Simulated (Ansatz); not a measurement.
# Y2Lu3F: the cost of one run

Method: DFT PBE, scalar-relativistic, plane waves, PAW, in Ansatz 0.2.0.

2 further runs of the same task are left out: 1 that didn't finish, 1 set aside as unsound or not needed.

### 1 The system as given

Symmetry: P6/mmm, No. 191, hexagonal system. The conventional cell has a = 6.020 Å, b = 6.020 Å, c = 3.996 Å, α = 90.00°, β = 90.00°, γ = 120.00°. Y (site symmetry -6m2) is surrounded by 6 Lu at 2.65 Å and 3 Y at 3.48 Å and 3 F at 3.48 Å. Lu (site symmetry mmm) is surrounded by 4 Y at 2.65 Å and 4 Lu at 3.01 Å and 4 F at 3.61 Å. Around F (site symmetry 6/mmm) lie 6 Y at 3.48 Å and 12 Lu at 3.61 Å.

Coordinates:

```xyz
6
Lattice="6.0196 0.0000 0.0000 -3.0098 5.2132 0.0000 0.0000 0.0000 3.9964" Properties=species:S:1:pos:R:3 pbc="T T T"
Y     3.0098    1.7377    0.0000
Y     0.0000    3.4754    0.0000
Lu   -1.5049    2.6066    1.9982
Lu    1.5049    2.6066    1.9982
Lu    3.0098    0.0000    1.9982
F     0.0000    0.0000    0.0000
```

The cell is invented: species swapped into a database cell of LaGa2Rh3 (P6/mmm, No. 191), with F on the La sites, Y on the Ga sites and Lu on the Rh sites. Lengths come from tabulated atomic sizes and are only a guess.

### 2 The guess as it stands, on a coarse mesh

input.yaml reads:

```yaml
crystal:
  lattice:
    - [6.01963203, 0.0, 0.0]
    - [-3.00981602, 5.21315426, 0.0]
    - [0.0, 0.0, 3.99635676]
  atoms:
    - { symbol: "Y", position: [0.66666667, 0.33333333, 0.0] }
    - { symbol: "Y", position: [0.33333333, 0.66666667, 0.0] }
    - { symbol: Lu, position: [0.0, 0.5, 0.5] }
    - { symbol: Lu, position: [0.5, 0.5, 0.5] }
    - { symbol: Lu, position: [0.5, 0.0, 0.5] }
    - { symbol: F, position: [0.0, 0.0, 0.0] }
basis:
  ecutwfc: 420
kpoints:
  mp_grid: { grid: [3, 3, 4] }
hamiltonian:
  xc: pbe
scf:
  occupations: { method: gaussian, width: 0.1 }
  lower_state_search: "off"
output:
  forces: true
  stress: true
  eigenvalues: true
```

Run with:

```console
$ ansatz run input.yaml --threads 1 --pin off --max-ram 2560MiB --backend cpu --events-out ev --progress --plain --runs-dir out
```

Q: Estimate wall time and peak memory on 1 thread of Arm Neoverse V1, shared host.

About 6.8 s, with a peak of 0.41 GiB.
